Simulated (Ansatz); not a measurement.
# GaIr, space group Pm-3m: a test of the smearing width

Run with Ansatz 0.2.0 through its Python package.

`smear.py`:
```python
# -*- coding: utf-8 -*-
"""Smearing width test for GaIr."""

from dataclasses import dataclass
import warnings

import ansatz
import numpy as np
import pandas as pd


@dataclass(frozen=True)
class Settings:
    cutoff_ev: int = 470
    kmesh: tuple[int, ...] = (10, 10, 10)


cfg = Settings()

warnings.simplefilter("ignore", ansatz.DeckWarning)

vectors = np.array([
    [3.004, 0.0, 0.0],
    [0.0, 3.004, 0.0],
    [0.0, 0.0, 3.004],
])
crystal = (
    ansatz.Lattice.of(vectors)
    .atom("Ga", (0.0, 0.0, 0.0))
    .atom("Ir", (0.5, 0.5, 0.5))
)

base = (
    crystal.calculation()
    .functional(ansatz.Functional.PBESOL)
    .basis(cfg.cutoff_ev)  # cutoff of the orbital basis
    .kpoints(*cfg.kmesh, center="gamma")  # the mesh must be finer for metals
)

rows = []
for value in [0.5, 0.3, 0.2, 0.1]:
    r = base.occupations("cold", width=value).run(threads=1, backend="cpu").report
    rows.append((value, r["free_energy_ev"] / len(r["lattice"]["sites"]), r["n_iterations"], r["n_kpoints"]))

table = pd.DataFrame(rows, columns=["width (eV)", "F/atom (eV)", "iterations", "k-points"])
print(table.round(5).to_string(index=False))

# differences from the last row
for row in rows[:-1]:
    shift = 1000 * (row[1] - rows[-1][1])
    print(f"{row[0]}: {shift:+.2f} meV/atom" + ("  (within 1 meV)" if abs(shift) < 1 else ""))
```

```console
$ python smear.py
 width (eV)  F/atom (eV)  iterations  k-points
        0.5  -7771.52347           6        56
        0.3  -7771.51866           6        56
        0.2  -7771.51713           6        56
        0.1  -7771.51660           6        56
0.5: -6.87 meV/atom
0.3: -2.06 meV/atom
0.2: -0.53 meV/atom  (within 1 meV)
```

Going from 0.1 to 0.5 eV changes F by -6.9 meV an atom. This scheme is built to cancel the term in the square of the width, so the shifts stay small and are partly the mesh's error.

Reading the output:
- For a metal this k-point mesh is coarse: on a finer one energies can move by several to tens of meV an atom and pressures by half a GPa or more, differences at one mesh by less.
- The narrowest width needs the finest mesh, so the last row is no converged reference.
- Spin-orbit coupling, which matters for elements this heavy, is left out.
- The structure is a deposited one; some such entries were measured under pressure or heat, so a shift against it needn't be the functional's error alone.
- The whole script took 7.9 s on 1 thread of Intel(R) Xeon(R) Processor @ 2.30GHz, with other jobs on the host, peak memory 0.55 GiB.
